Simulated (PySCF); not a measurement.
# Ways to converge the SCF of CaN (quartet)

Aim: find out which solver settings change the answer for CaN (quartet).

Program: PySCF 2.14.0. Level of theory: each script names its method and basis. These are calculated values, not measurements.

5 further runs of the same task are left out: 5 that didn't finish.

## 1. The system as given

CaN (quartet): 2 atoms, charge 0, spin multiplicity 4.

Bond lengths: Ca1–N2 2.245 Å.

## 2. The run that the others are compared with

Input file input.py:

```python
from pyscf import gto, scf, cc

mol = gto.M(
    atom='Ca 0 0 0; N 0 0 2.245',
    basis='def2-svp',
    charge=0,
    spin=3,
    symmetry=True,
    verbose=4,
)
mf = scf.UHF(mol)
mf.kernel()
mycc = cc.CCSD(mf)
mycc.kernel()
e = mycc.eaccsd(nroots=6)[0]
print('roots (eV) =', (e*27.211386).round(3))
mf.dip_moment()
print('orbital energies (hartree):', [e[max(0, n-3):n+3].round(4) for e, n in zip(mf.mo_energy, mol.nelec)])
```

Started as:

```console
> python input.py
```

Its log is not repeated here.

Base result: E(SCF) = -730.993782 Eh, 13 cycles, E(CCSD) − E(SCF) = -0.23458 Eh, ⟨S²⟩ = 3.761, μ = 4.58 D, attachment roots -0.700, 0.855, 1.354, 1.354, 1.599 eV.

The bond length is a typed value, not an optimised one. Positive EA roots mean that the added electron is unbound. The quartet is typed in the script; nothing here shows that it is the ground state.

## 3. Second-order solver on

Variant 1 changes second-order solver: off → on.

Input file input.py:

```python
from pyscf import gto, scf, cc

mol = gto.M(
    atom='Ca 0 0 0; N 0 0 2.245',
    basis='def2-svp',
    charge=0,
    spin=3,
    symmetry=True,
    verbose=4,
)
mf = scf.UHF(mol)
mf = mf.newton()
mf.kernel()
mycc = cc.CCSD(mf)
mycc.kernel()
e = mycc.eaccsd(nroots=6)[0]
print('roots (eV) =', (e*27.211386).round(3))
mf.dip_moment()
print('orbital energies (hartree):', [e[max(0, n-3):n+3].round(4) for e, n in zip(mf.mo_energy, mol.nelec)])
```

Started as:

```console
> python input.py
```

## 4. Smearing width 0.01 hartree

Variant 2 changes smearing width: none → 0.01 hartree; step after the SCF: eomea → none.

Input file input.py:

```python
from pyscf import gto, scf

mol = gto.M(
    atom='Ca 0 0 0; N 0 0 2.245',
    basis='def2-svp',
    charge=0,
    spin=3,
    symmetry=True,
    verbose=4,
)
mf = scf.UHF(mol)
mf = scf.addons.smearing_(mf, sigma=0.01, method='fermi')
mf.kernel()
mf.dip_moment()
print('orbital energies (hartree):', [e[max(0, n-3):n+3].round(4) for e, n in zip(mf.mo_energy, mol.nelec)])
```

What does the calculation give? Wanted: for each run, E(SCF); from base; gap, α spin; SCF dipole; after the SCF.

**Answer**, as computed:

```
                        run  E(SCF) (hartree)  from base (eV)   cycles  gap, α spin (eV)  SCF dipole (D)                                    after the SCF
                       base       -730.993782               0       13              7.42            4.58  CCSD correlation -6.383 eV, first root -0.70 eV
     second-order solver on       -730.993782          0.0000  4 macro              7.42            4.58  CCSD correlation -6.383 eV, first root -0.70 eV
smearing width 0.01 hartree       -730.705633  not comparable       17               n/a           12.14                                              n/a
```

Distance from each run's final energy (log10 hartree) by cycle:

```
                        run  cycle 1  cycle 2  cycle 3  cycle 5  cycle 8  cycle 12
                       base     -1.5     -2.1     -2.6     -3.7     -6.6      -9.7
     second-order solver on     -3.4     -6.8    < -11     done     done      done
smearing width 0.01 hartree     -1.0     -0.2     -1.8     -2.5     -5.0      -6.7
```

With second-order solver on the SCF ends at the base energy.
